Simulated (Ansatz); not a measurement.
Task: a single point of NaAlO3, space group Pm-3m, with Ansatz 0.2.0 through its Python package. Give the script and its output. Settings: PBEsol, PAW, cutoff 510 eV, 6×6×6 k-points, Fermi-Dirac smearing of 0.1 eV.

```cif
data_structure
_symmetry_space_group_name_H-M 'P 1'
_symmetry_Int_Tables_number 1
_cell_length_a 3.7544
_cell_length_b 3.7544
_cell_length_c 3.7544
_cell_angle_alpha 90.000
_cell_angle_beta 90.000
_cell_angle_gamma 90.000
_cell_volume 52.92
loop_
_atom_site_label
_atom_site_type_symbol
_atom_site_fract_x
_atom_site_fract_y
_atom_site_fract_z
_atom_site_occupancy
Na1 Na 0.00000 0.00000 0.00000 1
Al1 Al 0.50000 0.50000 0.50000 1
O1 O 0.50000 0.50000 0.00000 1
O2 O 0.50000 0.00000 0.50000 1
O3 O 0.00000 0.50000 0.50000 1
```

`run_scf.py`:
```python
# -*- coding: utf-8 -*-
from pathlib import Path

import ansatz as az
import numpy as np
import pandas as pd
from pymatgen.core import Structure

structure = (
    az.Lattice.cubic(3.75438)
    .space_group(221)
    .atom('Na', (0.0, 0.0, 0.0))
    .atom('Al', (0.5, 0.5, 0.5))
    .atom('O', (0.5, 0.5, 0.0))
)

base = (
    structure.calculation()
    .kpoints(6, 6, 6)
    .pseudopotentials('paw')
    .scf(tolerance=1e-07, max_iterations=100)
    .occupations(az.OccupationsMethod.FERMI_DIRAC)
    .basis(510)
    .functional('PBEsol')
    .compute(populations=True, density_of_states={'energy_step': 0.05, 'method': 'smearing', 'broadening_width': 0.2, 'projected': True}, bader_charges=True, potential_components=True)
)
res = base.run(threads=1)
summary = res.report

n_atoms = len(summary['lattice']['sites'])
print('F =', round(summary['free_energy_ev'], 4), 'eV for', n_atoms, 'atoms')
print('E(sigma -> 0) =', round(summary['energy_sigma0_ev'], 4), 'eV, TS =', round(summary['entropy_ts_ev'], 5), 'eV')
print('closed by', summary['closed_by'], 'after', summary['n_iterations'], 'iterations')

files = Path(res.write_results('tables'))
print((files / 'populations.tsv').read_text())

final = Structure(res.lattice.cell_ang, [s.symbol for s in res.lattice.sites], [s.position_frac for s in res.lattice.sites])
print(final)

dos = res.density_of_states()
energy = np.asarray(dos.energies_ev) - dos.fermi_ev
projected = res.projected_density_of_states()
step = energy[1] - energy[0]
for index, site in enumerate(projected.sites):
    for shell in site.shells:
        curve = sum(np.sum(part.g_bin_mean_per_ev, axis=0) for part in shell.curves)
        print(f'site {index} {site.species:2s} {shell.label:3s} filled {curve[energy <= 0].sum() * step:7.3f}  at E_F {np.interp(0, energy, curve):7.3f} /eV')

basins = res.bader_charges()
frame = pd.DataFrame([(a.symbol, a.partial_charge_e, a.basin.volume_ang3) for a in basins.atoms], columns=['atom', 'charge (e)', 'volume (A^3)'])
print(frame.round(3).to_string())
print('sum of charges', round(frame['charge (e)'].sum(), 4), ' sum of volumes', round(frame['volume (A^3)'].sum(), 3))

folder = Path(res.write_results('parts'))
text = (folder / 'v_comp_z.tsv').read_text().splitlines()
rows = np.array([line.split() for line in text if not line.startswith('#')], dtype=float)
print(text[0])
print(np.array2string(rows[:: max(len(rows) // 12, 1)], precision=3, suppress_small=True))
```

`python run_scf.py` gives:
```text
F = -3683.8565 eV for 5 atoms
E(sigma -> 0) = -3683.7812 eV, TS = 0.15055 eV
closed by deck_thresholds after 6 iterations
# site	symbol	l	j	q
# orbitals = lowdin
# n_electrons = 30.000000
# spilling = 0.005421
0	Na	0_2S	-	1.972875
0	Na	0_3S	-	0.194457
0	Na	1_2P	-	5.992671
1	Al	0_3S	-	0.508191
1	Al	1_3P	-	1.352812
2	O	0_2S	-	1.716942
2	O	1_2P	-	4.888514
3	O	0_2S	-	1.716942
3	O	1_2P	-	4.888514
4	O	0_2S	-	1.716942
4	O	1_2P	-	4.888514

Full Formula (Na1 Al1 O3)
Reduced Formula: NaAlO3
abc   :   3.754380   3.754380   3.754380
angles:  90.000000  90.000000  90.000000
pbc   :       True       True       True
Sites (5)
  #  SP      a    b    c
---  ----  ---  ---  ---
  0  Na    0    0    0
  1  Al    0.5  0.5  0.5
  2  O     0.5  0.5  0
  3  O     0    0.5  0.5
  4  O     0.5  0    0.5
site 0 Na 2S  filled   1.973  at E_F   0.000 /eV
site 0 Na 3S  filled   0.194  at E_F   0.000 /eV
site 0 Na 2P  filled   5.993  at E_F   0.001 /eV
site 1 Al 3S  filled   0.508  at E_F   0.000 /eV
site 1 Al 3P  filled   1.353  at E_F   0.013 /eV
site 2 O  2S  filled   1.717  at E_F   0.003 /eV
site 2 O  2P  filled   4.947  at E_F   1.475 /eV
site 3 O  2S  filled   1.717  at E_F   0.003 /eV
site 3 O  2P  filled   4.947  at E_F   1.475 /eV
site 4 O  2S  filled   1.717  at E_F   0.003 /eV
site 4 O  2P  filled   4.947  at E_F   1.475 /eV
  atom  charge (e)  volume (A^3)
0   Na       0.883         8.154
1   Al       2.559         3.122
2    O      -1.147        13.881
3    O      -1.147        13.881
4    O      -1.147        13.881
sum of charges 0.0  sum of volumes 52.919
# z_ang	v_loc[eV]	v_h[eV]	v_xc[eV]
[[  0.    -13.401  12.01  -10.535]
 [  0.25   -7.634   8.306 -10.143]
 [  0.501   4.393   0.51   -9.163]
 [  0.751  13.26   -5.684  -8.333]
 [  1.001  14.795  -7.666  -8.593]
 [  1.251   9.818  -5.337 -10.047]
 [  1.502   0.065  -0.24  -12.063]
 [  1.752  -7.254   4.105 -13.391]
 [  2.002  -7.254   4.105 -13.391]
 [  2.253   0.065  -0.24  -12.063]
 [  2.503   9.818  -5.337 -10.047]
 [  2.753  14.795  -7.666  -8.593]
 [  3.004  13.26   -5.684  -8.333]
 [  3.254   4.393   0.51   -9.163]
 [  3.504  -7.634   8.306 -10.143]]
```

What to keep in mind:
- Absolute energies stand on the zero of these potentials, so only differences at equal settings mean something. A total without «per atom» is that of the cell as typed.
- The mesh is modest for a metal, so energies can be off by several to tens of meV an atom and pressures by half a GPa or more; differences at equal mesh fare better.
- Projections exist only for the shells that the potentials hold, some of them semicore, and samples at single energies can miss narrow peaks.
- Bader volumes count only the part of each basin above a small density, so their sum can fall short of the cell.
- The structure comes from a database of computed cells and needn't be a stable or known phase.
- The density of states is complete only as far up as bands were computed.
- Wall time of the script: 29 s on 1 thread of Arm Neoverse V2 (shared host), peak memory 0.42 GiB.

(A comment or docstring line of the script was reworded after the run, the code is as it ran; lines on the test bed's own set-up are left out of the output.)
